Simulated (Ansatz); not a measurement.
**Re: from a guess to a relaxed structure**

The task: take a trial cell of Re to zero force and stress.

Method: DFT PBE, scalar-relativistic, plane waves, PAW, in Ansatz 0.2.0.

2 further runs of the same task are left out: 1 that didn't finish, 1 set aside as unsound or not needed.

### Step 1. The structure to begin with

Symmetry: P6/mmm, No. 191, hexagonal system. Conventional cell: a = 5.484 Å, b = 5.484 Å, c = 14.000 Å, α = 90.00°, β = 90.00°, γ = 120.00°. Re (site symmetry -6m2) is surrounded by 3 Re at 3.17 Å.

Coordinates:

```
Re
1.0
     5.48406    0.00000    0.00000
    -2.74203    4.74933    0.00000
     0.00000    0.00000   14.00000
Re
2
Direct
  0.33333 0.66667 0.50000
  0.66667 0.33333 0.50000
```

The cell is invented: species swapped into a sheet modelled on a layer of B. The dimensions are guesses.

Only a and b are periodic; c spans vacuum, so the box's volume, pressure and space group aren't properties of the sheet.

### Step 2. The guess as it stands, on a coarse mesh

The input, input.yaml:

```yaml
crystal:
  lattice:
    - [5.48405935, 0.0, 0.0]
    - [-2.74203057, 4.74933469, 0.0]
    - [0.0, 0.0, 14.0]
  atoms:
    - { symbol: Re, position: [0.33333333, 0.66666667, 0.5] }
    - { symbol: Re, position: [0.66666667, 0.33333333, 0.5] }
  periodic: [true, true, false]
basis:
  ecutwfc: 420
kpoints:
  mp_grid: { grid: [6, 6, 1] }
hamiltonian:
  xc: pbe
scf:
  occupations: { method: gaussian, width: 0.1 }
  lower_state_search: "off"
output:
  forces: true
  stress: true
  eigenvalues: true
```

The run is started by

```sh
> ansatz run input.yaml --threads 1 --pin off --max-ram 2048MiB --backend cpu --events-out ev --progress --plain --runs-dir out
```

Further runs follow: coarse relaxation; spin check on a coarse mesh; relaxation on the finer mesh.

What does the calculation give? Wanted: relaxed cell; area; thickness between outermost nuclei; energy over the standard state; gap on the mesh.

The runs gave:

```
                              quantity                                 value
symmetry at the end (tolerance 0.05 Å)           layer group p6/mmm (No. 80)
                          relaxed cell  a = 4.071 Å, b = 4.071 Å, γ = 120.0°
                                  area                          7.17 Å²/atom
    thickness between outermost nuclei                                0.00 Å
        energy over the standard state                         +3.42 eV/atom
                       gap on the mesh                          none (metal)
```

In words: The layer group p6/mmm (No. 80) is kept, and the area per atom shrinks by 44.9 % from the first guess. It lies above the element's standard state, so it is metastable at best. No finished test with a distortion of lower symmetry is shown, so the end may be a saddle point. Spin-orbit coupling is left out for Re. Other magnetic orders were not searched.
